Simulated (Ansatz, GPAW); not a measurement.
## A script for AlN (PBE in single-zeta orbitals)

These are simulated results from GPAW 26.7.0, not measurements. The cell began as a measured structure and was relaxed with r2SCAN in plane waves (Ansatz 0.2.0). All runs are without spin polarisation.

The symmetry is P6_3mc (No. 186, hexagonal); a = 3.107 Å, c = 4.979 Å in the conventional setting, 10.40 Å³ an atom. Al is surrounded by 4 N at 1.89–1.90 Å; N is surrounded by 4 Al at 1.89–1.90 Å.

The basis is minimal: single zeta, one radial function for each shell that the log's basis lists. It describes the filled bands fairly and the empty ones poorly.

Input script:

```python
import json
from ase import Atoms
from gpaw import GPAW, PW, FermiDirac

atoms = Atoms(['Al', 'Al', 'N', 'N'],
              cell=[[3.106695, 0.0, 0.0], [-1.553347, 2.690476, 0.0], [0.0, 0.0, 4.978589]],
              scaled_positions=[[0.333333, 0.666667, -0.000796], [0.666667, 0.333333, 0.499204], [0.333333, 0.666667, 0.380796], [0.666667, 0.333333, 0.880796]],
              pbc=True)
calc = GPAW(mode='lcao', basis='sz(dzp)', h=0.2, xc='PBE', kpts={'size': (6, 6, 4), 'gamma': True},
            occupations=FermiDirac(0.02), maxiter=100, legacy_gpaw=True, txt='gpaw.txt')
atoms.calc = calc
res = {'energy': atoms.get_potential_energy(force_consistent=True)}
res['electrons'] = calc.get_number_of_electrons()
res['k'] = calc.get_ibz_k_points().tolist()
res['levels'] = [calc.get_eigenvalues(kpt=i).tolist() for i in range(len(res['k']))]
points = [[0.0, 0.0, 0.0], [0.5, 0.0, 0.0], [0.333333, 0.333333, 0.0], [0.0, 0.0, 0.5], [0.5, 0.0, 0.5], [0.333333, 0.333333, 0.5]]
bands = calc.fixed_density(kpts=points, symmetry='off', txt='bands.txt')
res['points'] = [bands.get_eigenvalues(kpt=i).tolist() for i in range(len(points))]
json.dump(res, open('results.json', 'w'))
print('free energy (eV):', round(res['energy'], 5))
```

Command: `python run.py`. It took 31 s on 1 thread of Arm Neoverse V2 (shared host), peak memory 0.14 GiB.

The log gpaw.txt, trimmed of paths, versions and times, then the last line on the terminal. An iter line gives the energy in eV and the logarithms of the changes of orbitals (plane waves alone) and density (c: converged):

```
___ ___ ___ _ _ _
 |   |   |_  | | | |

 | | | | | . | | | |

 |__ |  _|___|_____|  26.7.0
 |___|_|

Input parameters:
  basis: sz(dzp)
  h: 0.2
  kpts: {gamma: True,
         size: (6, 6, 4)}
  maxiter: 100
  mode: lcao
  occupations: {fixmagmom: False,
                name: fermi-dirac,
                width: 0.02}
  xc: PBE

System changes: positions, numbers, cell, pbc, initial_charges, initial_magmoms

Initialize ...

species:
  Al:
    name:    Aluminium
    Z:       13.0
    valence: 3
    core:    10
    charge:  0.0  # [|e|]
    compensation charges:
      type: gauss
      rc: 0.34  # [Å]
      lmax: 2
    cutoffs:
      filter: 1.91  # [Å]
      core: 2.36  # [Å]
    projectors
    | kind |    occ | energy [eV] | rcut [Å] |

    |------|--------|-------------|----------|

    |   3s |  2.000 |      -7.753 |    1.085 |

    |   3p |  1.000 |      -2.712 |    1.085 |

    |    s |        |      19.459 |    1.085 |

    |    p |        |      24.499 |    1.085 |

    |    d |        |       0.000 |    1.085 |

    LCAO basis set for Al:
      Name: sz(dzp)
      Number of radial functions: 2
      Number of spherical harmonics: 4
        l=0, rc=7.8750 Bohr: 3s-sz confined orbital
        l=1, rc=10.4219 Bohr: 3p-sz confined orbital
      Number of RI-basis functions 0

  N:
    name:    Nitrogen
    Z:       7.0
    valence: 5
    core:    2
    charge:  0.0  # [|e|]
    compensation charges:
      type: gauss
      rc: 0.18  # [Å]
      lmax: 2
    cutoffs:
      filter: 1.11  # [Å]
      core: 0.96  # [Å]
    projectors
    | kind |    occ | energy [eV] | rcut [Å] |

    |------|--------|-------------|----------|

    |   2s |  2.000 |     -18.583 |    0.603 |

    |   2p |  3.000 |      -7.089 |    0.529 |

    |    s |        |       8.629 |    0.603 |

    |    p |        |      20.123 |    0.529 |

    |    d |        |       0.000 |    0.577 |

    LCAO basis set for N:
      Name: sz(dzp)
      Number of radial functions: 2
      Number of spherical harmonics: 4
        l=0, rc=4.8594 Bohr: 2s-sz confined orbital
        l=1, rc=6.0625 Bohr: 2p-sz confined orbital
      Number of RI-basis functions 0

Reference energy: -16170.289538  # eV

Spin-paired calculation

Convergence criteria:
 Maximum [total energy] change in last 3 cyles: 0.0005 eV / valence electron
 Maximum integral of absolute [dens]ity change: 0.0001 electrons / valence electron
 Maximum integral of absolute [eigenst]ate change: 4e-08 eV^2 / valence electron
 Maximum number of scf [iter]ations: 100
 (Square brackets indicate name in SCF output, whereas a 'c' in
 the SCF output indicates the quantity has converged.)

Symmetries present (total): 1

  ( 1  0  0)
  ( 0  1  0)
  ( 0  0  1)

144 k-points: 6 x 6 x 4 Monkhorst-Pack grid + [1/12,1/12,1/8]
76 k-points in the irreducible part of the Brillouin zone
       k-points in crystal coordinates                weights
   0:     0.00000000    0.00000000    0.00000000          1/144
   1:     0.00000000    0.00000000    0.25000000          2/144
   2:     0.00000000    0.00000000    0.50000000          1/144
   3:     0.00000000    0.16666667   -0.25000000          2/144
   4:     0.00000000    0.16666667    0.00000000          2/144
   5:     0.00000000    0.16666667    0.25000000          2/144
   6:     0.00000000    0.16666667    0.50000000          2/144
   7:     0.00000000    0.33333333   -0.25000000          2/144
   8:     0.00000000    0.33333333    0.00000000          2/144
   9:     0.00000000    0.33333333    0.25000000          2/144
          ...
  75:     0.50000000    0.50000000    0.50000000          1/144

Wave functions: LCAO
  Diagonalizer: Serial LAPACK
  Atomic Correction: dense with blas
  Data-type: complex

Occupation numbers: Fermi-Dirac:
  width: 0.0200  # eV

Eigensolver
   LCAO using direct dense diagonalizer

Densities:
  Coarse grid: 12*12*24 grid
  Fine grid: 24*24*48 grid
  Total Charge: 0.000000

Density mixing:
  Method: separate
  Backend: msr1
  Linear mixing parameter: 0.05
  old densities: 10
  Width of damping distribution: 1.1
  Damping of long wavelength oscillations: 20

Hamiltonian:
  XC and Coulomb potentials evaluated on a 24*24*48 grid
  Using the PBE Exchange-Correlation functional
  Interpolation: tri-quintic (5. degree polynomial)
  Poisson solver: FastPoissonSolver using
    Stencil: 8*3+1=25 point O(h^6) finite-difference Laplacian
    FFT axes: [np.int64(0), np.int64(1), np.int64(2)]
    FST axes: []

XC parameters: PBE with 2 nearest neighbor stencil

Memory estimate:
  Process memory now: 111.06 MiB
  Calculator: 11.25 MiB
    Density: 5.86 MiB
      Arrays: 0.69 MiB
      Localized functions: 4.65 MiB
      Mixer: 0.53 MiB
    Hamiltonian: 0.80 MiB
      Arrays: 0.45 MiB
      XC: 0.00 MiB
      Poisson: 0.00 MiB
      vbar: 0.35 MiB
    Wavefunctions: 4.59 MiB
      C [qnM]: 0.26 MiB
      S, T [2 x qmm]: 0.59 MiB
      P [aqMi]: 0.06 MiB
      BasisFunctions: 3.67 MiB
      Eigensolver: 0.00 MiB

Total number of cores used: 1

Number of atoms: 4
Number of atomic orbitals: 16
Number of bands in calculation: 14
Number of valence electrons: 16
Bands to converge: occupied
Positions:
   0 Al    -0.000001    1.793652   -0.003963    ( 0.0000,  0.0000,  0.0000)
   1 Al     1.553349    0.896824    2.485332    ( 0.0000,  0.0000,  0.0000)
   2 N     -0.000001    1.793652    1.895827    ( 0.0000,  0.0000,  0.0000)
   3 N      1.553349    0.896824    4.385121    ( 0.0000,  0.0000,  0.0000)

Unit cell:
           periodic     x           y           z      points  spacing
  1. axis:    yes    3.106695    0.000000    0.000000    12     0.2242
  2. axis:    yes   -1.553347    2.690476    0.000000    12     0.2242
  3. axis:    yes    0.000000    0.000000    4.978589    24     0.2074

  Lengths:   3.106695   3.106694   4.978589
  Angles:   90.000000  90.000000 119.999999

Effective grid spacing dv^(1/3) = 0.2292

iter:   1   -29.109578        c
iter:   2   -28.099614        c -0.59
iter:   3   -24.831939        c -0.64
iter:   4   -24.838352        c -1.46
iter:   5   -24.845008        c -1.63
iter:   6   -24.845011c       c -2.87
iter:   7   -24.845010c       c -3.93
iter:   8   -24.845010c       c -5.01c

Converged after 8 iterations.

Energy contributions relative to reference atoms: (reference = -16170.289538)

Kinetic:        +72.250747
Potential:      -61.712879
External:        +0.000000
XC:             -37.086124
Entropy (-ST):   -0.000000
Local:           +1.703245
SIC:             +0.000000
--------------------------
Free energy:    -24.845010
Extrapolated:   -24.845010

Showing only first 2 kpts
 Kpt  Band  Eigenvalues  Occupancy
  0     6      7.15650    2.00000
  0     7      7.36632    2.00000
  0     8     11.26124    0.00000
  0     9     14.21763    0.00000

  1     6      7.00146    2.00000
  1     7      7.00261    2.00000
  1     8     12.31111    0.00000
  1     9     14.16850    0.00000

Fermi level: 9.40990

Gap: 3.895 eV
Transition (v -> c):
  (s=0, k=0, n=7, [0.00, 0.00, 0.00]) -> (s=0, k=0, n=8, [0.00, 0.00, 0.00])
No difference between direct/indirect transitions

free energy (eV): -24.84501
```

The gap in the log is over the mesh alone; results.json adds the listed points. PBE in single-zeta orbitals gives a gap of 3.89 eV. On the same cell, plane-wave PBE (Ansatz, 12×12×6 k points and the special points) gives a gap of 4.23 eV and r2SCAN a gap of 4.88 eV; on shared hosts these took about 4.1 and 9 core-seconds on the 4-atom cell, against 31 for the script. Semilocal gaps usually lie below measured ones.
